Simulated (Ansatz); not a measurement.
# CsTl2H3: the cost of one run

Method: DFT PBE, scalar-relativistic, plane waves, PAW, in Ansatz 0.2.0.

1 further run of the same task is left out (it didn't finish).

### 1 The starting structure

Symmetry: P6/mmm, No. 191, hexagonal system. The conventional cell has a = 6.273 Å, b = 6.273 Å, c = 3.800 Å, α = 90.00°, β = 90.00°, γ = 120.00°. Around Cs (site symmetry 6/mmm) lie 6 Tl at 3.62 Å and 12 H at 3.67 Å and 2 Cs at 3.80 Å. Tl (site symmetry -6m2) is surrounded by 6 H at 2.62 Å. Around H (site symmetry mmm) lie 4 Tl at 2.62 Å and 4 Cs at 3.67 Å.

Coordinates:

```xyz
6
Lattice="6.2732 0.0000 0.0000 -3.1366 5.4328 0.0000 0.0000 0.0000 3.8004" Properties=species:S:1:pos:R:3 pbc="T T T"
Cs    0.0000    0.0000    0.0000
Tl    0.0000    3.6219    0.0000
Tl    3.1366    1.8109    0.0000
H     3.1366    0.0000    1.9002
H     1.5683    2.7164    1.9002
H    -1.5683    2.7164    1.9002
```

A structure generator made this guess: species swapped into a database cell of YbCo3B2 (P6/mmm, No. 191), with Cs on the Yb sites, H on the Co sites and Tl on the B sites. Its size is a rough estimate.

### 2 A first look at the guess

The input, input.yaml:

```yaml
crystal:
  lattice:
    - [6.27324179, 0.0, 0.0]
    - [-3.13662089, 5.43278675, 0.0]
    - [0.0, 0.0, 3.80043923]
  atoms:
    - { symbol: Cs, position: [0.0, 0.0, 0.0] }
    - { symbol: Tl, position: [0.33333333, 0.66666667, 0.0] }
    - { symbol: Tl, position: [0.66666667, 0.33333333, 0.0] }
    - { symbol: H, position: [0.5, 0.0, 0.5] }
    - { symbol: H, position: [0.5, 0.5, 0.5] }
    - { symbol: H, position: [0.0, 0.5, 0.5] }
basis:
  ecutwfc: 420
kpoints:
  mp_grid: { grid: [3, 3, 4] }
hamiltonian:
  xc: pbe
scf:
  occupations: { method: gaussian, width: 0.1 }
  lower_state_search: "off"
output:
  forces: true
  stress: true
  eigenvalues: true
```

Run with:

```bash
$ ansatz run input.yaml --threads 1 --pin off --max-ram 2048MiB --backend cpu --events-out ev --progress --plain --runs-dir out
```

Q: Estimate wall time and peak memory on 1 thread of Arm Neoverse N1, shared host.

About 4.6 s, with a peak of 0.35 GiB.
